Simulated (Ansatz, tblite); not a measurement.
# Ge6H12 ring rod (Ge₆H₁₂): a ladder of methods and basis sets

Aim: run the singlet of Ge6H12 ring rod (Ge₆H₁₂) at one geometry on many levels, and compare frontier levels, spin and run time.

Method: as each input shows; program: Ansatz 0.2.0, Gaussian basis.

Levels to be run: GFN1-xTB, GFN2-xTB, PBE-D4/def2-TZVP, r2SCAN-D4/def2-TZVP, B2PLYP/def2-TZVP, BHLYP-D4/def2-TZVP, HF/def2-TZVP, PBE-D4/def2-SVP, PBE0-D4/def2-SVP, PBE-D4/def2-TZVPD, MP2/def2-SVP, RPA/def2-SVP.

12 further runs of the same task are left out: 10 that didn't finish, 2 set aside as unsound or not needed. Runs told in other sessions of the task aren't counted.

**1. The relaxed structure**

The singlet was relaxed beforehand with PBE0-D4/def2-SVP.

18 atoms, charge 0, spin multiplicity 1.

Bond lengths: Ge1–Ge4 2.428 Å, Ge1–Ge6 2.428 Å, Ge1–H7 1.543 Å, Ge1–H8 1.543 Å, Ge2–Ge5 2.428 Å, Ge2–Ge6 2.428 Å, Ge2–H9 1.543 Å, Ge2–H10 1.543 Å, Ge3–Ge4 2.428 Å, Ge3–Ge5 2.428 Å, Ge3–H11 1.543 Å, Ge3–H12 1.543 Å, Ge4–H13 1.543 Å, Ge4–H14 1.543 Å, Ge5–H15 1.543 Å, Ge5–H16 1.543 Å, Ge6–H17 1.543 Å, Ge6–H18 1.543 Å. Angles: Ge4–Ge1–Ge6 109.4°, Ge4–Ge1–H7 110.7°, Ge4–Ge1–H8 108.9°, Ge6–Ge1–H7 110.7°, Ge6–Ge1–H8 108.9°, H7–Ge1–H8 108.1°, Ge5–Ge2–Ge6 109.4°, Ge5–Ge2–H9 110.7°, Ge5–Ge2–H10 108.9°, Ge6–Ge2–H9 110.7°, Ge6–Ge2–H10 109.0°, H9–Ge2–H10 108.1°, Ge4–Ge3–Ge5 109.4°, Ge4–Ge3–H11 110.7°, Ge4–Ge3–H12 109.0°, Ge5–Ge3–H11 110.7°, Ge5–Ge3–H12 108.9°, H11–Ge3–H12 108.1° and more.

PBE0-D4/def2-TZVP was run before; its log isn't repeated, and its numbers join the tables.

**2. GFN1-xTB**

Tight binding, by tblite at 300 K electronic temperature and without a spin-polarisation term:

```python
tblite.interface.Calculator('GFN1-xTB', numbers, positions, charge=0, uhf=0).singlepoint()
```

Energy -449.5549 eV, HOMO -11.58 eV, LUMO -7.91 eV; 0.015 s.

**3. GFN2-xTB**

Tight binding, by tblite at 300 K electronic temperature and without a spin-polarisation term:

```python
tblite.interface.Calculator('GFN2-xTB', numbers, positions, charge=0, uhf=0).singlepoint()
```

Energy -481.8867 eV, HOMO -10.17 eV, LUMO -5.44 eV; 0.01 s.

**4. PBE-D4/def2-TZVP**

start.molden holds the orbitals of an earlier run on this state, given as this run's starting guess.

Contents of in.yaml:

```yaml
crystal:
  periodic: [false, false, false]
  atoms:
    - {symbol: Ge, position_ang: [-0.699800, -0.696490, 2.104094]}
    - {symbol: Ge, position_ang: [2.101784, -0.702980, -0.700354]}
    - {symbol: Ge, position_ang: [-0.697971, 2.103028, -0.701816]}
    - {symbol: Ge, position_ang: [-2.102123, 0.702671, 0.699641]}
    - {symbol: Ge, position_ang: [0.699421, 0.696824, -2.104128]}
    - {symbol: Ge, position_ang: [0.698476, -2.102663, 0.702627]}
    - {symbol: H, position_ang: [-1.562178, -1.556354, 3.051484]}
    - {symbol: H, position_ang: [0.204730, 0.207426, 2.967636]}
    - {symbol: H, position_ang: [3.045911, -1.567235, -1.561938]}
    - {symbol: H, position_ang: [2.968797, 0.200710, 0.201100]}
    - {symbol: H, position_ang: [-1.558964, 3.049532, -1.564038]}
    - {symbol: H, position_ang: [0.207170, 2.967502, 0.200588]}
    - {symbol: H, position_ang: [-2.967735, -0.201373, -0.202796]}
    - {symbol: H, position_ang: [-3.047589, 1.566124, 1.560569]}
    - {symbol: H, position_ang: [-0.205675, -0.206734, -2.967462]}
    - {symbol: H, position_ang: [1.561770, 1.556478, -3.051750]}
    - {symbol: H, position_ang: [-0.206213, -2.968502, -0.198941]}
    - {symbol: H, position_ang: [1.560198, -3.047943, 1.565495]}
basis:
  gaussian: {orbitals: def2-TZVP, initial_orbitals: start.molden}
hamiltonian: {xc: pbe, dispersion: d4}
scf: {omitted_lower_state_checks: [starts]}
output: {orbitals: {seedname: orbitals}}
```

On the command line:

```console
ansatz run in.yaml --threads 4 --pin off --events-out ev --progress --plain --max-ram 4787MiB
```

The runs that follow: r2SCAN-D4/def2-TZVP; B2PLYP/def2-TZVP; BHLYP-D4/def2-TZVP; HF/def2-TZVP; PBE-D4/def2-SVP; PBE0-D4/def2-SVP; PBE-D4/def2-TZVPD; MP2/def2-SVP; RPA/def2-SVP.

Before running them: what should the planned runs give, taken together? Wanted: gap in def2-TZVP, named functionals and Hartree-Fock, smallest and largest; correlation energy, MP2/def2-SVP; binding an atom, functionals in def2-TZVP; PBE0 total energy, smallest basis above largest.

As calculated:

```
                                                                  quantity                                   value
gap in def2-TZVP, named functionals and Hartree-Fock, smallest and largest         5.48 eV (PBE-D4), 12.16 eV (HF)
                                          correlation energy, MP2/def2-SVP                               -38.11 eV
                                 binding an atom, functionals in def2-TZVP  2.73 (BHLYP-D4) to 2.78 eV (r2SCAN-D4)
                           PBE0 total energy, smallest basis above largest          42.71 eV (def2-SVP, def2-TZVP)
```

In words: Over the named functionals and Hartree-Fock in def2-TZVP the gap runs from 5.48 eV (PBE-D4) to 12.16 eV (HF); exact exchange widens it.
